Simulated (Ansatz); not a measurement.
# ClH₄N₂Si radical: how energies converge with the basis set

One table from this session's results is given with a row withheld; the runs are named, their logs left out.

Computed with Ansatz 0.2.0, Gaussian basis. Level: one geometry, several basis sets.

Levels to be run: PBE0-D4/def2-SVP; ωB97M-V/def2-SVP; PBE0-D4/def2-QZVPP; ωB97M-V/def2-QZVPP; the functionals' def2-TZVPP values are taken from earlier runs.

### The geometry

All runs share one geometry, relaxed beforehand with PBE0-D4 in a triple-zeta def2 set.

SMILES `[NH][SiH](N)Cl`, 8 atoms, charge 0, spin multiplicity 2.

Atoms are counted from 1 here; the program's logs count them from 0.

Bond lengths: N1–Si2 1.737 Å, N1–H5 1.022 Å, Si2–N3 1.696 Å, Si2–Cl4 2.070 Å, Si2–H6 1.473 Å, N3–H7 1.006 Å, N3–H8 1.006 Å. Angles: Si2–N1–H5 114.1°, N1–Si2–N3 111.9°, N1–Si2–Cl4 104.5°, N1–Si2–H6 111.1°, N3–Si2–Cl4 114.7°, N3–Si2–H6 107.3°, Cl4–Si2–H6 107.3°, Si2–N3–H7 121.0°, Si2–N3–H8 123.5°, H7–N3–H8 112.4°.

The first run:

File in.yaml:

```yaml
crystal:
  periodic: [false, false, false]
  atoms:
    - {symbol: N, position_ang: [-0.425431, 1.190431, -1.263463]}
    - {symbol: Si, position_ang: [-0.492547, -0.179672, -0.197627]}
    - {symbol: N, position_ang: [1.038003, -0.583504, 0.410060]}
    - {symbol: Cl, position_ang: [-1.881258, 0.350650, 1.242392]}
    - {symbol: H, position_ang: [-0.047889, 2.036255, -0.831971]}
    - {symbol: H, position_ang: [-1.015186, -1.368082, -0.894478]}
    - {symbol: H, position_ang: [1.318135, -1.544435, 0.514173]}
    - {symbol: H, position_ang: [1.598374, 0.041357, 0.965112]}
basis:
  gaussian: {orbitals: def2-SVP}
magnetization: {spin_polarized: true, initial_magnetization: 1}
hamiltonian: {xc: pbe0, dispersion: d4}
output: {orbitals: {seedname: orbitals}}
```

Launch:

```
$ ansatz run in.yaml --threads 4 --pin off --events-out ev --progress --plain --max-ram 10444MiB
```

Among the steps run: PBE0-D4 in def2-SVP; ωB97M-V in def2-SVP; PBE0-D4 in def2-QZVPP; ωB97M-V in def2-QZVPP.

One table of the session follows, with a row left open; its other results are not shown here.

It belongs to the step «Density functionals: the series». 

```
functional       basis  HOMO (eV)  LUMO (eV)
   PBE0-D4    def2-SVP      -7.65      -3.13
   PBE0-D4  def2-TZVPP      -7.92      -3.41
   PBE0-D4  def2-QZVPP      -7.97      -3.48
   ωB97M-V    def2-SVP      -9.96      -0.98
   ωB97M-V  def2-TZVPP          ?          ?
   ωB97M-V  def2-QZVPP     -10.31      -1.44
```

**Question.** Estimate the row for ωB97M-V, def2-TZVPP.

As computed: HOMO (eV): -10.26; LUMO (eV): -1.35. In the column «HOMO (eV)» it lies between ωB97M-V, def2-QZVPP (-10.31) and ωB97M-V, def2-SVP (-9.96).
